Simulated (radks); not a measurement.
# The Coulomb parameter U of the 5d shell of Ta⁺

Aim: U as the second difference [E(n + 0.5) + E(n − 0.5) − 2E(n)]/0.5², with all orbitals relaxed. Bare: the atom's charge changes with n. Screened: the 6s shell takes up the change. The start is a model configuration, not necessarily the ground state.

Program: radks (a radial shooting solver on a logarithmic mesh, Libxc functionals) version 1. Level of theory: scalar-relativistic Kohn-Sham, SCAN, spin-unpolarised, spherical densities, finite nucleus. These are calculated values, not measurements, unless marked.

### 1 The system

| Item | Value |
| --- | --- |
| element | tantalum (Z = 73) |
| charge | +1 |
| electrons | 72 |
| configuration | [Xe] 4f14 5d3 6s1 |
| nuclear rms radius | 5.3507 fm |

The outer shells:

Ta⁺
```
[Xe] core
4f [↑↓][↑↓][↑↓][↑↓][↑↓][↑↓][↑↓]
5d [↑ ][↑ ][↑ ][  ][  ]
6s [↑ ]
```

### 2 Start: [Xe] 4f14 5d3 6s1

Input:

```text
Z 73
configuration [Xe] 4f14 5d3 6s1
relativity scalar-relativistic
functional scan,scan
spin unpolarised
nucleus finite rms 5.3507 fm
c 137.035999084
```

### 3 Bare +0.5: [Xe] 4f14 5d3.5 6s1

Settings, as their differences from step 2:

```diff
@@ -1,3 +1,3 @@
 Z 73
-configuration [Xe] 4f14 5d3 6s1
+configuration [Xe] 4f14 5d3.5 6s1
 relativity scalar-relativistic
```

### 4 Bare -0.5: [Xe] 4f14 5d2.5 6s1

Input:

```text
Z 73
configuration [Xe] 4f14 5d2.5 6s1
relativity scalar-relativistic
functional scan,scan
spin unpolarised
nucleus finite rms 5.3507 fm
c 137.035999084
```

### 5 Screened +0.5: [Xe] 4f14 5d3.5 6s0.5

Input:

```text
Z 73
configuration [Xe] 4f14 5d3.5 6s0.5
relativity scalar-relativistic
functional scan,scan
spin unpolarised
nucleus finite rms 5.3507 fm
c 137.035999084
```

### 6 Screened -0.5: [Xe] 4f14 5d2.5 6s1.5

Input:

```text
Z 73
configuration [Xe] 4f14 5d2.5 6s1.5
relativity scalar-relativistic
functional scan,scan
spin unpolarised
nucleus finite rms 5.3507 fm
c 137.035999084
```

Q: Predict the outcome of this session.

**Answer**, as computed:

```csv
quantity,value (eV)
"U, bare",8.965
"U, screened by 6s",0.263
"F0(5d,5d), frozen orbitals",11.821
```

In words: Relaxing the orbitals brings U down to 76 % of the Slater integral F0. Letting 6s compensate leaves 3 % of the bare value; this second difference measures U(5d,5d) + U(6s,6s) − 2U(5d,6s). A solid screens further than the bare atom, so the bare value is an upper guide for the U of a crystal.
